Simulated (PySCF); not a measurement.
# B2DyH8 (Dy(BH4)2): the cost of one run

Method: PBE0, Dy lcecp-0-SVP with ECP56, B def2-SVP, H def2-SVP; scalar-relativistic core potentials, no spin–orbit coupling; program: PySCF 2.14.0.

1 further run of the same task is left out (for a known fault of the program).

## 1. The system as given

11 atoms, charge 0, spin multiplicity 1.

Bond lengths: Dy1–B2 2.611 Å, Dy1–H4 2.492 Å, Dy1–H5 2.492 Å, Dy1–H6 2.491 Å, Dy1–B7 2.611 Å, Dy1–H9 2.492 Å, Dy1–H10 2.492 Å, Dy1–H11 2.491 Å, B2–H3 1.200 Å, B2–H4 1.250 Å, B2–H5 1.250 Å, B2–H6 1.250 Å, B7–H8 1.200 Å, B7–H9 1.250 Å, B7–H10 1.250 Å, B7–H11 1.250 Å. Angles: B2–Dy1–H4 28.2°, B2–Dy1–H5 28.2°, B2–Dy1–H6 28.2°, B2–Dy1–B7 131.8°, B2–Dy1–H9 109.7°, B2–Dy1–H10 158.1°, B2–Dy1–H11 119.7°, H4–Dy1–H5 48.4°, H4–Dy1–H6 48.4°, H4–Dy1–B7 109.7°, H4–Dy1–H9 96.6°, H4–Dy1–H10 137.8°, H4–Dy1–H11 92.1°, H5–Dy1–H6 48.4°, H5–Dy1–B7 158.1°, H5–Dy1–H9 137.8°, H5–Dy1–H10 173.4°, H5–Dy1–H11 135.9° and more.

Coordinates:

```mol
B2DyH8
  3D, bonds by distance, orders not assigned

 11 16  0  0  0  0  0  0  0  0999 V2000
    0.0000    0.0000    0.0000 Dy  0  0
    2.3832    0.0000    1.0666 B   0  0
    3.4785    0.0000    1.5567 H   0  0
    1.6631   -0.8335    1.6575 H   0  0
    2.4687   -0.3051   -0.1426 H   0  0
    1.8789    1.1386    1.1751 H   0  0
   -2.3832    0.0000    1.0666 B   0  0
   -3.4785    0.0000    1.5567 H   0  0
   -1.6631    0.8335    1.6575 H   0  0
   -2.4687    0.3051   -0.1426 H   0  0
   -1.8789   -1.1386    1.1751 H   0  0
  1  2  8  0
  1  4  8  0
  1  5  8  0
  1  6  8  0
  1  7  8  0
  1  9  8  0
  1 10  8  0
  1 11  8  0
  2  3  8  0
  2  4  8  0
  2  5  8  0
  2  6  8  0
  7  8  8  0
  7  9  8  0
  7 10  8  0
  7 11  8  0
M  END
```

Formal oxidation states: Dy +2. Each metal's 10 4f electrons lie in its core potential, so multiplicities, spins and levels count the valence alone.

## 2. SCF at the start, singlet

Input file run.py (the lines that set the calculation):

```python
mol = gto.M(atom='''
Dy     0.00000     0.00000     0.00000
B      2.38320     0.00000     1.06660
H      3.47850     0.00000     1.55670
H      1.66310    -0.83350     1.65750
H      2.46870    -0.30510    -0.14260
H      1.87890     1.13860     1.17510
B     -2.38320     0.00000     1.06660
H     -3.47850     0.00000     1.55670
H     -1.66310     0.83350     1.65750
H     -2.46870     0.30510    -0.14260
H     -1.87890    -1.13860     1.17510''',
    basis={'Dy': 'lcecp-0-SVP', 'B': 'def2-SVP', 'H': 'def2-SVP'},
    ecp={'Dy': 'lcecp-0-SVP'},
    charge=0, spin=0)
mf = dft.RKS(mol, xc='PBE0')
mf.grids.atom_grid = (50, 194)  # f atoms: unpruned, at least (60, 302)
mf = mf.density_fit()  # fitting sets: Dy AutoAux, B def2-universal-JKFIT, H def2-universal-JKFIT
mf.conv_tol = 1e-08; mf.max_cycle = 55
mf.kernel(dm0)  # dm0: free metal ions and neutral atoms
```

Command:

```
$ OMP_NUM_THREADS=2 python run.py
```

Q: Estimate wall time and peak memory on 2 threads of Arm Neoverse V2, shared host.

About 2.4 s, with a peak of 0.65 GiB.
